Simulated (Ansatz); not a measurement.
# HfSnO4: the band gap up the ladder of functionals

An exercise on one series of results from a longer session: the logs are not shown, and one member is left open.

Program: Ansatz 0.2.0. PAW datasets, plane waves. Note: simulated data, non-magnetic, for a generated structure that need not be the stable one.

## The structure to begin with

The cell was relaxed beforehand with r2SCAN.

It is tetragonal, P-42_1m (No. 113); conventional cell a = 4.799 Å, c = 6.437 Å, 12.35 Å³ an atom. Near Sn stand 6 O at 2.06–2.08 Å; near O stand 2 Sn at 2.06–2.08 Å and 1 Hf at 2.09 Å; near Hf stand 6 O at 2.08–2.09 Å; near O stand 1 Sn at 2.08 Å and 2 Hf at 2.08–2.09 Å.

Structure file:

```cif
data_structure
_symmetry_space_group_name_H-M 'P 1'
_symmetry_Int_Tables_number 1
_cell_length_a 4.7991
_cell_length_b 4.7991
_cell_length_c 6.4374
_cell_angle_alpha 90.000
_cell_angle_beta 90.000
_cell_angle_gamma 90.000
_cell_volume 148.26
loop_
_atom_site_label
_atom_site_type_symbol
_atom_site_fract_x
_atom_site_fract_y
_atom_site_fract_z
_atom_site_occupancy
Sn1 Sn 0.00000 0.50000 0.12307 1
Sn2 Sn 0.50000 0.00000 0.87693 1
O1 O 0.69661 0.80339 0.12455 1
O2 O 0.30339 0.19661 0.12455 1
O3 O 0.80339 0.30339 0.87545 1
O4 O 0.19661 0.69661 0.87545 1
Hf1 Hf 0.00000 0.50000 0.62479 1
Hf2 Hf 0.50000 0.00000 0.37521 1
O5 O 0.69379 0.80621 0.62740 1
O6 O 0.30621 0.19379 0.62740 1
O7 O 0.80621 0.30621 0.37260 1
O8 O 0.19379 0.69379 0.37260 1
```

The first run:

File input.yaml:

```yaml
crystal:
  lattice:
    - [4.7990516134, 0.0, 0.0]
    - [0.0, 4.7990516134, 0.0]
    - [0.0, 0.0, 6.4374295633]
  atoms:
    - { symbol: Sn, position: [0.0, 0.5, 0.1230657419] }
    - { symbol: Sn, position: [0.5, 0.0, 0.8769342581] }
    - { symbol: O, position: [0.6966128418, 0.8033871582, 0.1245531516] }
    - { symbol: O, position: [0.3033871582, 0.1966128418, 0.1245531516] }
    - { symbol: O, position: [0.8033871582, 0.3033871582, 0.8754468484] }
    - { symbol: O, position: [0.1966128418, 0.6966128418, 0.8754468484] }
    - { symbol: Hf, position: [0.0, 0.5, 0.6247858518] }
    - { symbol: Hf, position: [0.5, 0.0, 0.3752141482] }
    - { symbol: O, position: [0.6937855323, 0.8062144677, 0.6274021991] }
    - { symbol: O, position: [0.3062144677, 0.1937855323, 0.6274021991] }
    - { symbol: O, position: [0.8062144677, 0.3062144677, 0.3725978009] }
    - { symbol: O, position: [0.1937855323, 0.6937855323, 0.3725978009] }
kpoints:
  mp_grid: { grid: [6, 6, 4] }
  band_path:
    path:
      - [[0.0, 0.0, 0.0], [4.618514981694e-51, 0.5, 3.118366763085e-34], [0.5, 0.5, 3.118366763085e-34], [0.0, 0.0, 0.0], [-2.785372229223e-85, -1.128687269195e-50, 0.5], [4.618514981694e-51, 0.5, 0.5], [0.5, 0.5, 0.5], [-2.785372229223e-85, -1.128687269195e-50, 0.5]]
      - [[4.618514981694e-51, 0.5, 3.118366763085e-34], [4.618514981694e-51, 0.5, 0.5]]
      - [[0.5, 0.5, 3.118366763085e-34], [0.5, 0.5, 0.5]]
    npoints: 10
hamiltonian:
  xc: pbe
scf:
  occupations: { method: fermi_dirac, width: 0.02 }
  n_extra_bands: 7
output:
  forces: true
  stress: true
  eigenvalues: true
```

Among the steps run: PBE bands along the symmetry lines; r2SCAN at the same geometry; HSE06; PBE+SOC; Single point with PBE0.

One of the session's tables, all rows but one given; the rest of the session is left out.

```
  level  gap (eV)
    PBE         ?
 r2SCAN      3.35
  HSE06      4.42
PBE+SOC      2.72
   PBE0      5.16
```

Q: Estimate the row for PBE from the others.

The run gave: gap (eV): 2.71. In the column «gap (eV)» it is the lowest.

Meshes: PBE 6×6×4, r2SCAN 6×6×4, HSE06 4×4×2, PBE+SOC 6×6×4, PBE0 4×4×2

The gap runs from 2.71 eV (PBE) to 5.16 eV (PBE0). Against HSE06, PBE is short by 1.71 eV, at 61 % of it, and r2SCAN 76 %. PBE0 lies 0.74 eV above HSE06, which differs from it by screening the long-range exchange.

Caveats from the session: Warnings in the runs' records: stress scf threshold loose, stress exchange threshold loose.
